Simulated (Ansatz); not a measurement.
# CH5AlFN (SMILES C[NH][AlH][F]): BLYP/def2-SVP

Aim: the vertical ionisation energy of CH5AlFN at BLYP/def2-SVP, from 2 runs. 

Program for the calculation: Ansatz 0.2.0.

122 further runs of the same task are left out: 122 set aside as unsound or not needed. Runs told in other sessions of the task aren't counted.

**1. Starting point**

CH5AlFN has 9 atoms, charge 0, and is taken as a singlet. As SMILES, `C[NH][AlH][F]`. The shape is that of a PBE0-D4/def2-TZVP optimisation. This is one conformer, not always the lowest.

Bond lengths: C1–N2 1.448 Å, N2–Al3 1.758 Å, Al3–F4 1.652 Å, C1–H5 1.096 Å, C1–H6 1.093 Å, C1–H7 1.096 Å, N2–H8 1.009 Å, Al3–H9 1.571 Å. Some angles: C1–N2–Al3 127.2°, N2–Al3–F4 117.9°, C1–N2–H8 112.3°, Al3–N2–H8 120.5°, N2–C1–H5 112.3°, N2–C1–H6 110.0°, N2–C1–H7 112.3°, N2–Al3–H9 122.1°, F4–Al3–H9 120.1°, H5–C1–H6 107.1°.

**2. The energy at BLYP/def2-SVP**

in.yaml

```yaml
crystal:
  periodic: [false, false, false]
  atoms:
    - {symbol: C, position_ang: [-0.498500, 0.834500, -0.836100]}
    - {symbol: N, position_ang: [-0.009500, -0.442400, -0.359300]}
    - {symbol: Al, position_ang: [0.650300, -0.801700, 1.230200]}
    - {symbol: F, position_ang: [1.143100, -2.349500, 1.529300]}
    - {symbol: H, position_ang: [-1.557500, 0.796500, -1.116400]}
    - {symbol: H, position_ang: [-0.401400, 1.589000, -0.050800]}
    - {symbol: H, position_ang: [0.064700, 1.198400, -1.703100]}
    - {symbol: H, position_ang: [-0.081000, -1.165900, -1.058800]}
    - {symbol: H, position_ang: [0.778300, 0.294800, 2.347800]}
basis:
  gaussian:
    orbitals: def2-SVP
hamiltonian:
  xc: {name: BLYP}
accuracy: high
output: {orbitals: {seedname: orbitals}}
```

Started as:

```console
ansatz run in.yaml --threads 1 --pin off --max-ram 2610MiB --events-out events.jsonl --progress --plain --runs-dir runs
```

Log:

```text
Warning: RAYON_NUM_THREADS=1 ignored (pool sized by the plan → 1); use --threads N
Functional definition: BLYP
  name "BLYP"
  parameter beta = 0.0042
  parameter a = 0.04918
  parameter b = 0.132
  parameter c = 0.2533
  parameter d = 0.349
  exchange = b88_x(beta = beta)
  correlation = lyp_c(a = a, b = b, c = c, d = d)
1942 factors; integrals over basis functions are off by at most 8.1e-9 eV
mean field evaluation 1: about -11904.2991 eV, gradient 7.8e1 eV
mean field evaluation 2: about -11846.7184 eV, gradient 1.6e2 eV
mean field evaluation 4: about -11916.6110 eV, gradient 1.9e1 eV
mean field evaluation 8: about -11917.1790 eV, gradient 2.8e-1 eV
mean field evaluation 16: about -11917.1792 eV, gradient 6.7e-6 eV
mean field -11917.17923704 eV, -437.9482592071 hartree, gradient 3.1e-8 eV, S^2 0.000000; 0 other end points of the search recorded, 0 dependent functions left out
reference -11917.17929531 eV, -437.9482613485 hartree; 20, 20 occupied and 65, 65 virtual orbitals, 1942 factors
Total energy: -11917.17929531 eV, -437.9482613485 hartree
```

Wall time 5.7 s (1 thread of Arm Neoverse V2, shared host); peak memory 0.22 GiB.

**3. The doublet cation, same level**

run.yaml

```yaml
crystal:
  periodic: [false, false, false]
  atoms:
    - symbol: C
      position_ang: [-0.498500, 0.834500, -0.836100]
    - symbol: "N"
      position_ang: [-0.009500, -0.442400, -0.359300]
    - symbol: Al
      position_ang: [0.650300, -0.801700, 1.230200]
    - symbol: F
      position_ang: [1.143100, -2.349500, 1.529300]
    - symbol: H
      position_ang: [-1.557500, 0.796500, -1.116400]
    - symbol: H
      position_ang: [-0.401400, 1.589000, -0.050800]
    - symbol: H
      position_ang: [0.064700, 1.198400, -1.703100]
    - symbol: H
      position_ang: [-0.081000, -1.165900, -1.058800]
    - symbol: H
      position_ang: [0.778300, 0.294800, 2.347800]
basis:
  gaussian:
    orbitals: def2-SVP
accuracy: high
hamiltonian:
  xc: {name: BLYP}
output:
  orbitals: {seedname: orbitals}
total_charge: 1
magnetization:
  spin_polarized: true
  initial_magnetization: 1
```

Started as:

```console
ansatz run run.yaml --threads 1 --pin off --max-ram 2610MiB --events-out events.jsonl --progress --plain --runs-dir runs
```

Log:

```text
Warning: RAYON_NUM_THREADS=1 ignored (pool sized by the plan → 1); use --threads N
Functional definition: BLYP
  name "BLYP"
  parameter beta = 0.0042
  parameter a = 0.04918
  parameter b = 0.132
  parameter c = 0.2533
  parameter d = 0.349
  exchange = b88_x(beta = beta)
  correlation = lyp_c(a = a, b = b, c = c, d = d)
1943 factors; integrals over basis functions are off by at most 8.1e-9 eV
mean field evaluation 1: about -11877.3421 eV, gradient 8.1e1 eV
mean field evaluation 2: about -11695.4635 eV, gradient 1.9e2 eV
mean field evaluation 4: about -11888.4750 eV, gradient 6.3e1 eV
mean field evaluation 8: about -11908.1642 eV, gradient 2.3e-1 eV
mean field evaluation 16: about -11908.1600 eV, gradient 3.7e-4 eV
mean field evaluation 32: about -11908.0077 eV, gradient 1.9e0 eV
mean field -11908.15998107 eV, -437.6168076637 hartree, gradient 5.0e-8 eV, S^2 0.752681; 5 other end points of the search recorded, 0 dependent functions left out
reference -11908.16003671 eV, -437.6168097083 hartree; 20, 19 occupied and 65, 66 virtual orbitals, 1943 factors
Total energy: -11908.16003671 eV, -437.6168097083 hartree
```

Wall time 12 s (1 thread of Arm Neoverse V2, shared host); peak memory 0.28 GiB.

**4. Summary of results**

Level: BLYP/def2-SVP.

```
                                          quantity          value
                     singlet CH5AlFN: total energy  -437.94826 Eh
                      singlet CH5AlFN: HOMO energy       -5.41 eV
                      singlet CH5AlFN: LUMO energy       -0.59 eV
                    singlet CH5AlFN: HOMO–LUMO gap        4.82 eV
                      doublet cation: total energy  -437.61681 Eh
doublet cation: HOMO energy (highest over α and β)      -13.00 eV
 doublet cation: LUMO energy (lowest over α and β)      -12.65 eV
                              doublet cation: ⟨S²⟩          0.753
vertical ionisation energy (to the doublet cation)       9.019 eV
```

**Reading.** Removing an electron at fixed nuclei costs 9.02 eV (208 kcal/mol). The negative HOMO energy of the first species, 5.41 eV, lies 3.61 eV below that difference.
